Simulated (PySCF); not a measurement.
**The bond of Cu₂, level by level**

One table from this session's results is given with a row withheld; the runs are named, their logs left out.

The runs use PySCF 2.14.0; Cu def2-TZVPPD, no relativity.

The first run:

The job is set up so:

```yaml
atoms: Cu, Cu
charge: 0
basis: Cu def2-TZVPPD
Hamiltonian: no relativity
basis_functions: 134
electrons_treated: 58
masses_in_u: 62.9296, 62.9296
levels: PBE0, PBE, r²SCAN, PW91, TPSSh, B3LYP, B2PLYP, revPBE, CAM-B3LYP, HF, MP2, SCS-MP2
grid: 80 radial by 434 angular points
occupations: held fixed by the projection of orbital angular momentum
dissociation_limit: Cu + Cu, each in its ground configuration
starting_distance_in_angstrom: 2.270
values_of_2S_to_try: 0, 2, 4
```

Run with:

```sh
$ OMP_NUM_THREADS=2 python dia.py task.json out
```

Steps of the session up to this table: Input; The PBE0 curve of the state that the search chose; Higher solutions at PBE0; PBE (GGA); r²SCAN; PW91 (GGA); TPSSh; B3LYP (global hybrid GGA); B2PLYP (double hybrid); revPBE (GGA); CAM-B3LYP (range-separated hybrid); RHF.

One of the session's tables, all rows but one given; the rest of the session is left out.

Energy (eV) from each level's lowest point:

```
R (Å)    RHF  RHF-MP2  RHF-SCS-MP2    PBE  revPBE
1.969  0.904    0.485        0.550  0.506   0.571
2.061  0.511    0.187        0.232  0.205   0.249
2.153  0.259    0.040        0.065  0.051   0.076
2.221  0.138    0.000        0.010  0.004   0.016
2.290  0.060    0.005        0.000  0.000   0.000
2.359  0.017    0.043        0.024  0.028   0.016
2.450  0.000    0.131        0.093  0.100   0.075
2.565      ?        ?            ?      ?       ?
2.702  0.102    0.492        0.407  0.406   0.350
2.885  0.249    0.791        0.677  0.662   0.587
```

Estimate the missing values for R (Å) = 2.565.

Worked estimate for «RHF». A straight line through the neighbours (2.450, 0.000) and (2.702, 0.102) gives 0.000 + (0.102 − 0.000) × (2.565 − 2.450) / (2.702 − 2.450) = 0.047; a parabola fitted to 4 rows on both sides gives 0.031.

**Answer.** RHF: 0.026; RHF-MP2: 0.281; RHF-SCS-MP2: 0.220; PBE: 0.226; revPBE: 0.186. In «RHF» the line misses by +0.021 and the parabola by +0.005.
